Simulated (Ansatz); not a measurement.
Write a Python script for the Python package of Ansatz (0.2.0) that makes a single point in a Gaussian basis of C2H7NOSi, SMILES CN1CO[SiH2]1. Settings: PBE0, 6-31G basis, multiplicity 1.

```xyz
12

C    -1.3432    0.4234    0.1900
N    -0.0779    0.3623   -0.4348
C     0.9295    0.5388    0.5949
O     1.4174   -0.8622    0.5631
Si    0.6477   -1.0862   -0.9384
H    -1.5300   -0.1907    1.0314
H    -1.5437    1.4956    0.5271
H    -2.1339    0.2585   -0.5638
H     0.6269    0.8485    1.6533
H     1.7997    1.1990    0.3538
H    -0.3414   -2.1880   -0.9360
H     1.6258   -0.8542   -2.0064
```

The script, `energy_c2h7nosi.py`:
```python
"""Electronic structure of the C2H7NOSi molecule."""

from pathlib import Path
import warnings

import ansatz as az

BASIS = "6-31G"
FUNCTIONAL = "pbe0"

warnings.simplefilter("ignore", az.DeckWarning)

geometry_ang = [
    ("C", (-1.3432, 0.4234, 0.19)),
    ("N", (-0.0779, 0.3623, -0.4348)),
    ("C", (0.9295, 0.5388, 0.5949)),
    ("O", (1.4174, -0.8622, 0.5631)),
    ("Si", (0.6477, -1.0862, -0.9384)),
    ("H", (-1.53, -0.1907, 1.0314)),
    ("H", (-1.5437, 1.4956, 0.5271)),
    ("H", (-2.1339, 0.2585, -0.5638)),
    ("H", (0.6269, 0.8485, 1.6533)),
    ("H", (1.7997, 1.199, 0.3538)),
    ("H", (-0.3414, -2.188, -0.936)),
    ("H", (1.6258, -0.8542, -2.0064)),
]
geometry = az.Crystal.molecule()
for symbol, xyz in geometry_ang:
    geometry = geometry.atom(symbol, xyz)

calculation = geometry.calculation()
calculation = calculation.basis(gaussian=BASIS).functional(FUNCTIONAL)
calculation = calculation.accuracy("medium").scf(lower_state_search="light")
calculation = calculation.orbitals()
outcome = calculation.run(threads=1, runs_dir="out")
rep = outcome.report

for key in ("converged", "free_energy_ev", "reference_energy_ev", "n_frozen", "n_occupied", "n_virtual"):
    print(f"{key:22s} {rep[key]}")

state = rep["mean_field"]["state"]
print(f"mean field: {state['energy']['hartree']:.7f} Ha, <S^2> = {abs(state['spin_squared']):.4f}, stability: {state.get('stability', {}).get('kind')}")

lines = Path(rep["orbitals_path"]).read_text().splitlines()
field_of = lambda key: [line.split("=")[1].strip() for line in lines if line.startswith(key)]
orbitals = [(27.211386 * float(e), s, float(n)) for e, s, n in zip(field_of("Ene="), field_of("Spin="), field_of("Occup="))]
homo = max(e for e, _, n in orbitals if n > 0.5)
lumo = min(e for e, _, n in orbitals if n < 0.5)
for e, spin, n in sorted(orbitals):
    if homo - 6 < e < lumo + 5:
        print(f"{spin:6s} {e:10.3f} eV  occupation {n:.0f}")
```

```console
$ python energy_c2h7nosi.py
converged              True
free_energy_ev         -13587.97860685304
reference_energy_ev    -13587.97860685304
n_frozen               0
n_occupied             [24, 24]
n_virtual              [39, 39]
mean field: -499.3490035 Ha, <S^2> = 0.0000, stability: minimum
Alpha     -11.310 eV  occupation 2
Alpha     -11.049 eV  occupation 2
Alpha     -10.502 eV  occupation 2
Alpha      -9.893 eV  occupation 2
Alpha      -9.314 eV  occupation 2
Alpha      -7.448 eV  occupation 2
Alpha      -6.276 eV  occupation 2
Alpha      -0.240 eV  occupation 0
Alpha       0.980 eV  occupation 0
Alpha       3.030 eV  occupation 0
Alpha       3.214 eV  occupation 0
Alpha       3.364 eV  occupation 0
Alpha       4.028 eV  occupation 0
Alpha       4.189 eV  occupation 0
```

Caveats:
- The settings weren't tested for convergence.
- The geometry is a force-field or estimated start, not a minimum of this method, and the basis set is short of its limit.
- Alpha marks a spatial orbital of a restricted run, filled by both spins.
- Levels such as HOMO and LUMO are orbital energies: with these approximate functionals they aren't the ionisation energy and electron affinity, and their gap isn't the fundamental gap.
- Hardware and time: 3.1 s on 1 thread of Arm Neoverse V1, with other jobs on the host, peak memory 0.19 GiB.

(Lines on the test bed's own set-up are left out of the output.)
